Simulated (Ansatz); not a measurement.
# SiO2: the cost of one run

Method: DFT r2SCAN, scalar-relativistic, plane waves, PAW, in Ansatz 0.2.0.

### 1 The system as given

Symmetry: Im-3m, No. 229, cubic system. Conventional cell: a = 8.937 Å, b = 8.937 Å, c = 8.937 Å, α = 90.00°, β = 90.00°, γ = 90.00°. Around Si (site symmetry -4m2) lie 4 O at 1.61 Å. Around O (site symmetry mm2) lie 2 Si at 1.61 Å.

Coordinates:

```xyz
18
Lattice="-4.4687 4.4687 4.4687 4.4687 -4.4687 4.4687 4.4687 4.4687 -4.4687" Properties=species:S:1:pos:R:3 pbc="T T T"
Si    2.2344    4.4687    0.0000
Si    2.2344    0.0000    4.4687
Si    4.4687    0.0000    2.2344
Si    0.0000    4.4687    2.2344
Si    4.4687    2.2344    0.0000
Si    0.0000    2.2344    4.4687
O     1.3199    4.4687   -1.3199
O     1.3199    1.3199    4.4687
O     1.3199   -1.3199    4.4687
O     3.1488    0.0000    3.1488
O     1.3199    4.4687    1.3199
O     4.4687    1.3199   -1.3199
O     0.0000    3.1488    3.1488
O    -1.3199    1.3199    4.4687
O     4.4687   -1.3199    1.3199
O     4.4687    1.3199    1.3199
O     3.1488    3.1488    0.0000
O    -1.3199    4.4687    1.3199
```

It goes back to an entry of the Materials Project, which need not be the stable form.

It is the result of an earlier relaxation at this level (volume 19.83 Å³/atom; gap on the mesh: 6.24 eV).

### 2 The cell as listed, for comparison

input.yaml reads:

```yaml
crystal:
  lattice:
    - [-4.469619345, 4.469619345, 4.469619345]
    - [4.469619345, -4.469619345, 4.469619345]
    - [4.469619345, 4.469619345, -4.469619345]
  atoms:
    - { symbol: Si, position: [0.5, 0.25, 0.75] }
    - { symbol: Si, position: [0.5, 0.75, 0.25] }
    - { symbol: Si, position: [0.25, 0.75, 0.5] }
    - { symbol: Si, position: [0.75, 0.25, 0.5] }
    - { symbol: Si, position: [0.25, 0.5, 0.75] }
    - { symbol: Si, position: [0.75, 0.5, 0.25] }
    - { symbol: O, position: [0.35252394, 0.0, 0.64747606] }
    - { symbol: O, position: [0.64747606, 0.64747606, 0.29495212] }
    - { symbol: O, position: [0.35252394, 0.64747606, 0.0] }
    - { symbol: O, position: [0.35252394, 0.70504788, 0.35252394] }
    - { symbol: O, position: [0.64747606, 0.29495212, 0.64747606] }
    - { symbol: O, position: [0.0, 0.35252394, 0.64747606] }
    - { symbol: O, position: [0.70504788, 0.35252394, 0.35252394] }
    - { symbol: O, position: [0.64747606, 0.35252394, 0.0] }
    - { symbol: O, position: [0.0, 0.64747606, 0.35252394] }
    - { symbol: O, position: [0.29495212, 0.64747606, 0.64747606] }
    - { symbol: O, position: [0.35252394, 0.35252394, 0.70504788] }
    - { symbol: O, position: [0.64747606, 0.0, 0.35252394] }
basis:
  ecutwfc: 500
kpoints:
  mp_grid: { grid: [4, 4, 4] }
hamiltonian:
  xc: r2scan
scf:
  occupations: { method: gaussian, width: 0.02 }
output:
  forces: true
  stress: true
  eigenvalues: true
  populations: true
```

The run is started by

```console
$ ansatz run input.yaml --threads 4 --pin off --max-ram 10240MiB --backend cpu --events-out ev --progress --plain --runs-dir out
```

Q: Estimate wall time and peak memory on 4 threads of Oxide Virtual Turin-like (Zen 5), shared host.

About 12 s, with a peak of 1.8 GiB.
